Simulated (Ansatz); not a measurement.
**CH8OSiSn: one species, many methods**

One table from this session's results is given with a row withheld; the runs are named, their logs left out.

Method: functionals in def2-TZVPP, the program's frozen cores in correlated methods; program: Ansatz 0.2.0, Gaussian basis.

The runs, in order: PBE-D4, r2SCAN-D4, PBE0-D4, B3LYP-D4, ωB97X-V, ωB97M-V, B2PLYP; CCSD(T)/def2-TZVPP; MP2/def2-QZVPP; extrapolation to the limit.

## Structure used throughout

All runs share one geometry, relaxed beforehand with PBE0-D4 in a triple-zeta def2 set. Sn takes the def2 core potential; no spin-orbit term is included.

SMILES `CO[SiH2][SnH3]`, 12 atoms, charge 0, spin multiplicity 1.

Atoms are counted from 1 here; the program's logs count them from 0.

Bond lengths: C1–O2 1.408 Å, C1–H5 1.096 Å, C1–H6 1.097 Å, C1–H7 1.091 Å, O2–Si3 1.646 Å, Si3–Sn4 2.576 Å, Si3–H8 1.483 Å, Si3–H9 1.493 Å, Sn4–H10 1.711 Å, Sn4–H11 1.709 Å, Sn4–H12 1.709 Å. Angles: O2–C1–H5 111.5°, O2–C1–H6 111.6°, O2–C1–H7 108.2°, H5–C1–H6 108.4°, H5–C1–H7 108.6°, H6–C1–H7 108.4°, C1–O2–Si3 122.8°, O2–Si3–Sn4 112.1°, O2–Si3–H8 106.0°, O2–Si3–H9 110.5°, Sn4–Si3–H8 110.6°, Sn4–Si3–H9 108.4°, H8–Si3–H9 109.2°, Si3–Sn4–H10 111.9°, Si3–Sn4–H11 111.8°, Si3–Sn4–H12 110.2°, H10–Sn4–H11 107.4°, H10–Sn4–H12 107.3° and more.

The first run:

Contents of in.yaml:

```yaml
crystal:
  periodic: [false, false, false]
  atoms:
    - {symbol: C, position_ang: [-0.882354, 1.809838, 0.220213]}
    - {symbol: O, position_ang: [-1.271912, 0.563218, 0.746469]}
    - {symbol: Si, position_ang: [-0.201754, -0.650815, 1.047166]}
    - {symbol: Sn, position_ang: [1.017555, -1.421261, -1.087372]}
    - {symbol: H, position_ang: [-0.165206, 2.317221, 0.875871]}
    - {symbol: H, position_ang: [-0.429685, 1.704348, -0.773326]}
    - {symbol: H, position_ang: [-1.772189, 2.434355, 0.129421]}
    - {symbol: H, position_ang: [-0.997439, -1.762288, 1.622448]}
    - {symbol: H, position_ang: [0.821343, -0.212209, 2.042271]}
    - {symbol: H, position_ang: [1.935036, -0.159917, -1.789829]}
    - {symbol: H, position_ang: [-0.074572, -1.982877, -2.275343]}
    - {symbol: H, position_ang: [2.098175, -2.695014, -0.723986]}
basis:
  gaussian: {orbitals: def2-TZVPP}
hamiltonian: {xc: pbe, dispersion: d4}
output: {forces: true, orbitals: {seedname: orbitals}}
```

Launch:

```sh
$ ansatz run in.yaml --threads 4 --pin off --events-out ev --progress --plain --max-ram 10444MiB
```

Steps of the session up to this table: PBE-D4 (GGA); r2SCAN-D4 (meta-GGA); PBE0-D4 (hybrid); B3LYP-D4 (hybrid); ωB97X-V (range-separated); ωB97M-V (range-separated); B2PLYP (double hybrid); CCSD(T) in def2-TZVPP; MP2 in def2-QZVPP.

One of the session's tables, all rows but one given; the rest of the session is left out.

```
            method  atomisation energy (eV)
            PBE-D4                   38.830
         r2SCAN-D4                   38.792
           PBE0-D4                   38.444
          B3LYP-D4                   38.775
           ωB97X-V                   39.133
           ωB97M-V                   38.869
            B2PLYP                        ?
     HF/def2-TZVPP                   28.412
    MP2/def2-TZVPP                   37.880
   CCSD/def2-TZVPP                   37.613
CCSD(T)/def2-TZVPP                   38.061
           MP2/CBS                   38.872
       CCSD(T)/CBS                   39.053
```

Q: Estimate the row for B2PLYP from the others.

**Answer.** atomisation energy (eV): 38.264. In the column «atomisation energy (eV)» it lies between CCSD(T)/def2-TZVPP (38.061) and PBE0-D4 (38.444).
